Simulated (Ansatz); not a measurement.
# AlH6NSiTe: one species, many methods

An exercise on one series of results from a longer session: the logs are not shown, and one member is left open.

Method: functionals in def2-TZVPP, the program's frozen cores in correlated methods; program: Ansatz 0.2.0, Gaussian basis.

The runs, in order: PBE-D4, r2SCAN-D4, PBE0-D4, B3LYP-D4, ωB97X-V, ωB97M-V, B2PLYP; CCSD(T)/def2-TZVPP; MP2/def2-QZVPP; extrapolation to the limit.

### The relaxed structure

The geometry comes from an earlier relaxation with PBE0-D4 in a triple-zeta def2 set; it is a stationary point, not always the lowest conformer. Te takes the def2 core potential; no spin-orbit term is included.

SMILES `[NH2][AlH][SiH2][TeH]`, 10 atoms, charge 0, spin multiplicity 1.

Atoms are counted from 1 here; the program's logs count them from 0.

Bond lengths: N1–Al2 1.766 Å, N1–H5 1.008 Å, N1–H6 1.007 Å, Al2–Si3 2.430 Å, Al2–H7 1.585 Å, Si3–Te4 2.523 Å, Si3–H8 1.490 Å, Si3–H9 1.490 Å, Te4–H10 1.660 Å. Angles: Al2–N1–H5 124.6°, Al2–N1–H6 125.1°, H5–N1–H6 110.2°, N1–Al2–Si3 119.4°, N1–Al2–H7 118.8°, Si3–Al2–H7 121.6°, Al2–Si3–Te4 99.3°, Al2–Si3–H8 115.3°, Al2–Si3–H9 119.6°, Te4–Si3–H8 103.0°, Te4–Si3–H9 110.4°, H8–Si3–H9 107.5°, Si3–Te4–H10 91.8°.

The first run:

Contents of in.yaml:

```yaml
crystal:
  periodic: [false, false, false]
  atoms:
    - {symbol: N, position_ang: [-2.025024, 0.893798, -0.482432]}
    - {symbol: Al, position_ang: [-0.417464, 0.864334, 0.247452]}
    - {symbol: Si, position_ang: [0.680765, -1.269975, 0.628664]}
    - {symbol: Te, position_ang: [2.589195, -1.044662, -1.005661]}
    - {symbol: H, position_ang: [-2.505413, 1.729328, -0.776693]}
    - {symbol: H, position_ang: [-2.576569, 0.080001, -0.700862]}
    - {symbol: H, position_ang: [0.322528, 2.238937, 0.520641]}
    - {symbol: H, position_ang: [-0.053148, -2.463990, 0.123630]}
    - {symbol: H, position_ang: [1.195295, -1.601597, 1.986669]}
    - {symbol: H, position_ang: [2.872937, 0.522725, -0.538409]}
basis:
  gaussian: {orbitals: def2-TZVPP}
hamiltonian: {xc: pbe, dispersion: d4}
output: {forces: true, orbitals: {seedname: orbitals}}
```

Command:

```console
> ansatz run in.yaml --threads 4 --pin off --events-out ev --progress --plain --max-ram 10444MiB
```

Steps of the session up to this table: PBE-D4 (GGA); r2SCAN-D4 (meta-GGA); PBE0-D4 (hybrid); B3LYP-D4 (hybrid); ωB97X-V (range-separated); ωB97M-V (range-separated); B2PLYP (double hybrid); CCSD(T) in def2-TZVPP; MP2 in def2-QZVPP.

One of the session's tables, all rows but one given; the rest of the session is left out.

```
            method  atomisation energy (kJ/mol)
            PBE-D4                       2853.7
         r2SCAN-D4                       2838.5
           PBE0-D4                            ?
          B3LYP-D4                       2846.1
           ωB97X-V                       2869.3
           ωB97M-V                       2838.4
            B2PLYP                       2796.8
     HF/def2-TZVPP                       1993.7
    MP2/def2-TZVPP                       2758.7
   CCSD/def2-TZVPP                       2719.8
CCSD(T)/def2-TZVPP                       2762.5
           MP2/CBS                       2862.6
       CCSD(T)/CBS                       2866.4
```

**Question.** Estimate the row for PBE0-D4.

As computed: atomisation energy (kJ/mol): 2816.9. In the column «atomisation energy (kJ/mol)» it lies between B2PLYP (2796.8) and ωB97M-V (2838.4).
